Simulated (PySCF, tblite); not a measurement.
# C8H10BF: geometry, infrared bands, NMR shifts and electronic excitations

Aim: predict the infrared bands, NMR shifts and electronic excitations of C8H10BF (`CB(C)c1ccc(F)cc1`).

Programs: tblite 0.8.0 and PySCF 2.14.0, with density-fitted response routines of our own. Each step states its level of theory. These are calculated values for one molecule in the gas phase, unless marked as measured. Atoms count from 0, in the outputs and in this text.

## Step 1: The starting structure

20 atoms, charge 0, multiplicity 1; geometry from: force field or distance geometry start.

Bonds of the start (Å): C0–B1 1.58, B1–C2 1.60, B1–C3 1.59, C3–C4 1.42, C4–C5 1.40, C5–C6 1.40, C6–F7 1.36, C6–C8 1.39, C8–C9 1.41, C9–C3 1.40, C0–H10 1.12, C0–H11 1.11, C0–H12 1.10, C2–H13 1.10, C2–H14 1.12, C2–H15 1.10, C4–H16 1.08, C5–H17 1.09, C8–H18 1.08, C9–H19 1.08.

## Step 2: Relaxing the molecule with GFN2-xTB

The job: settings as JSON, then the geometry in Å.

```
{"job": {"kind": "relax", "xc": "GFN2-xTB", "basis": "xTB"}, "charge": 0, "multiplicity": 1}
C     -2.353800     1.114000    -0.042400
B     -1.387800    -0.129200     0.121300
C     -1.990000    -1.541900     0.582000
C      0.174300     0.024300    -0.146000
C      1.036800    -1.087100     0.022200
C      2.404300    -0.950500    -0.225000
C      2.936100     0.286400    -0.616900
F      4.271700     0.416500    -0.838100
C      2.095000     1.380800    -0.766400
C      0.713500     1.253500    -0.527400
H     -3.413300     0.830400     0.183900
H     -2.059500     1.923700     0.653700
H     -2.317900     1.486900    -1.076800
H     -1.533800    -1.858500     1.533300
H     -3.099800    -1.452200     0.723200
H     -1.797700    -2.297900    -0.190600
H      0.662500    -2.050800     0.319500
H      3.062900    -1.808900    -0.102600
H      2.496700     2.343300    -1.064500
H      0.094600     2.127900    -0.654000
```

Command:

```
$ OMP_NUM_THREADS=1 python probes_run.py task.json out
```

The driver reads the jobs from task.json and runs them one after another.

**Question.** This job is followed by: GFN2-xTB harmonic vibrations, gas phase; PBE0-D3(BJ)/def2-SVP geometry optimisation, gas phase; GIAO PBE0/pcSseg-1 NMR shielding, non-relativistic, gas phase; TDDFT CAM-B3LYP/def2-SVPD, vertical, gas phase, core orbitals frozen in the response; GIAO B97-2/pcSseg-1 NMR shielding, non-relativistic, gas phase. Predict these results of the whole session: strongest single infrared mode (GFN2-xTB); zero-point energy (GFN2-xTB); rotational constants (main isotopes); ¹³C shifts against TMS (PBE0/pcSseg-1, means over atoms taken as alike); ¹H shifts against TMS (PBE0/pcSseg-1, means over atoms taken as alike); ¹¹B shifts against BF3·OEt2 (PBE0/pcSseg-1); ¹⁹F shifts against CFCl3 (PBE0/pcSseg-1); surface potential, 1st and 99th percentile; lowest singlet (CAM-B3LYP/def2-SVPD); brightest single state of those computed; lowest triplet; vertical ionisation energy (ΔSCF); vertical electron affinity (ΔSCF); range of the shift of C3.

The runs gave:

```
                                                               quantity                                             value
                              strongest single infrared mode (GFN2-xTB)                             1248 cm⁻¹, 413 km/mol
                                           zero-point energy (GFN2-xTB)                                     98.2 kcal/mol
                                   rotational constants (main isotopes)                              3.24, 0.73, 0.60 GHz
¹³C shifts against TMS (PBE0/pcSseg-1, means over atoms taken as alike)              173.8, 144.2, 140.4, 119.7, 12.2 ppm
 ¹H shifts against TMS (PBE0/pcSseg-1, means over atoms taken as alike)                              8.12, 7.16, 1.33 ppm
                            ¹¹B shifts against BF3·OEt2 (PBE0/pcSseg-1)                                          76.5 ppm
                               ¹⁹F shifts against CFCl3 (PBE0/pcSseg-1)                                        -101.0 ppm
                                  surface potential, 1st and 99th percentile                                -0.63 V and 0.96 V
                                   lowest singlet (CAM-B3LYP/def2-SVPD)                       5.12 eV (242 nm), f = 0.002
                               brightest single state of those computed                       state 6, 6.73 eV, f = 0.502
                                                         lowest triplet                                           3.74 eV
                                      vertical ionisation energy (ΔSCF)                                           9.18 eV
                                      vertical electron affinity (ΔSCF)  -0.10 eV (unbound: the value hangs on the basis)
                                               range of the shift of C3                                136.8 to 140.4 ppm
```

**Reading.** Relaxing lowered the energy by 0.164 eV in 21 steps; the close pair that moved most is C2–H14, from 1.122 to 1.087 Å (GFN2-xTB). The lowest mode is imaginary (54i cm⁻¹), so the xTB geometry is not a minimum. The strongest single mode, at 1248 cm⁻¹, has its largest shares on C6, C3 and B1 (the list is cut at 3 atoms). Unscaled tight-binding wavenumbers are off by several per cent, some by more. Its intensities can rank the bands wrongly. Relaxing lowered the energy by 0.183 eV in 7 steps; the close pair that moved most is B1–C3, from 1.606 to 1.571 Å (PBE0/def2-SVP). NICS(1)zz of -26 ppm above the planar ring from C3 marks a diatropic (aromatic) ring current. By nearest atom (PBE0/pcSseg-1), the HOMO sits on C3 29 %; C6 22 % and the LUMO on B1 33 %; C3, C6 about 13 % each. The first singlet state (HOMO−1→LUMO 0.61, HOMO→LUMO+1 0.36) lies at 5.12 eV and is weak; of the 10 states computed, the strongest absorption comes from state 6 at 6.73 eV. The lowest triplet lies 1.38 eV below the lowest singlet (triplets in Tamm-Dancoff, singlets in full TDDFT). ΔSCF puts the ionisation energy at 9.18 eV, 0.65 eV above −ε(HOMO). Across the 2 runs the shift of C3 moves most, between 136.8 (B97-2/pcSseg-1) and 140.4 ppm (PBE0/pcSseg-1).
